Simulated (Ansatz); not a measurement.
**H6OSSi2: one species, many methods**

The task here is to estimate one member of a computed series from the others.

Program: Ansatz 0.2.0, Gaussian basis. Level of theory: functionals in def2-TZVPP, the program's frozen cores in correlated methods. These are calculated values, not measurements.

Plan: LDA (SPW92), PBE-D4, revPBE-D4, BLYP-D4, r2SCAN-D4, B97M-V, PBE0-D4, B3LYP-D4, r2SCANh-D4, r2SCAN0-D4, HSE06-D4, BHLYP-D4, CAM-B3LYP-D4, LC-ωPBE, ωB97X-V, ωB97M-V, B2PLYP, PBE-QIDH; CCSD(T)/def2-SVP; CCSD(T)/def2-TZVPP; MP2/def2-QZVPP; extrapolation to the limit; RPA on PBE.

### The relaxed structure

All runs share one geometry, relaxed beforehand with PBE0-D4 in a triple-zeta def2 set.

SMILES `O[SiH]([SiH3])S`, 10 atoms, charge 0, spin multiplicity 1.

Atoms are counted from 1 here; the program's logs count them from 0.

Bond lengths: O1–Si2 1.647 Å, O1–H5 0.959 Å, Si2–Si3 2.335 Å, Si2–S4 2.148 Å, Si2–H6 1.489 Å, Si3–H7 1.487 Å, Si3–H8 1.487 Å, Si3–H9 1.487 Å, S4–H10 1.343 Å. Angles: Si2–O1–H5 117.6°, O1–Si2–Si3 106.3°, O1–Si2–S4 112.8°, O1–Si2–H6 111.1°, Si3–Si2–S4 108.2°, Si3–Si2–H6 113.2°, S4–Si2–H6 105.3°, Si2–Si3–H7 108.9°, Si2–Si3–H8 109.5°, Si2–Si3–H9 111.0°, H7–Si3–H8 109.1°, H7–Si3–H9 109.1°, H8–Si3–H9 109.2°, Si2–S4–H10 94.5°.

Coordinates:

```xyz
10
charge 0, multiplicity 1
O    -1.8217    0.5701   -0.1893
Si   -0.1790    0.5982   -0.0691
Si    0.4443   -1.4424    0.8799
S     0.7913    0.7736   -1.9774
H    -2.2383    1.2342   -0.7423
H     0.2814    1.7764    0.7165
H     1.8842   -1.3841    1.2466
H     0.2392   -2.5332   -0.1099
H    -0.3577   -1.7309    2.0982
H     1.0395    2.0869   -1.8502
```

The first run:

File in.yaml:

```yaml
crystal:
  periodic: [false, false, false]
  atoms:
    - {symbol: O, position_ang: [-1.821655, 0.570137, -0.189287]}
    - {symbol: Si, position_ang: [-0.178996, 0.598202, -0.069109]}
    - {symbol: Si, position_ang: [0.444342, -1.442392, 0.879874]}
    - {symbol: S, position_ang: [0.791284, 0.773583, -1.977393]}
    - {symbol: H, position_ang: [-2.238278, 1.234199, -0.742270]}
    - {symbol: H, position_ang: [0.281428, 1.776429, 0.716469]}
    - {symbol: H, position_ang: [1.884193, -1.384081, 1.246572]}
    - {symbol: H, position_ang: [0.239177, -2.533161, -0.109935]}
    - {symbol: H, position_ang: [-0.357748, -1.730866, 2.098236]}
    - {symbol: H, position_ang: [1.039455, 2.086851, -1.850157]}
basis:
  gaussian: {orbitals: def2-TZVPP}
hamiltonian: {xc: lda}
output: {orbitals: {seedname: orbitals}}
```

Started as:

```
$ ansatz run in.yaml --threads 2 --pin off --events-out ev --progress --plain --max-ram 4352MiB
```

Steps of the session up to this table: LDA; PBE-D4 (GGA); revPBE-D4 (GGA); BLYP-D4 (GGA); r2SCAN-D4 (meta-GGA); B97M-V (meta-GGA); PBE0-D4 (hybrid); B3LYP-D4 (hybrid); r2SCANh-D4 (hybrid); r2SCAN0-D4 (hybrid); HSE06-D4 (hybrid); BHLYP-D4 (hybrid); CAM-B3LYP-D4 (range-separated); LC-ωPBE (range-separated); ωB97X-V (range-separated); ωB97M-V (range-separated); B2PLYP (double hybrid); PBE-QIDH (double hybrid).

One of the session's tables, all rows but one given; the rest of the session is left out.

```
  functional  HOMO (eV)  gap (eV)
 LDA (SPW92)      -6.53      5.16
      PBE-D4      -6.40      5.23
   revPBE-D4      -6.35      5.26
     BLYP-D4      -6.23      5.18
   r2SCAN-D4      -6.68      5.82
      B97M-V      -6.80      5.70
     PBE0-D4      -7.61      7.28
    B3LYP-D4      -7.36      6.82
  r2SCANh-D4      -7.13      6.55
  r2SCAN0-D4      -7.80      7.65
    HSE06-D4          ?         ?
    BHLYP-D4      -8.67      9.21
CAM-B3LYP-D4      -8.91      9.59
     LC-ωPBE     -10.31     12.14
     ωB97X-V      -9.95     11.64
     ωB97M-V      -9.77     11.16
```

Q: Estimate the row for HSE06-D4 from the others.

As computed: HOMO (eV): -7.21; gap (eV): 6.51. In the column «HOMO (eV)» it lies between B3LYP-D4 (-7.36) and r2SCANh-D4 (-7.13).
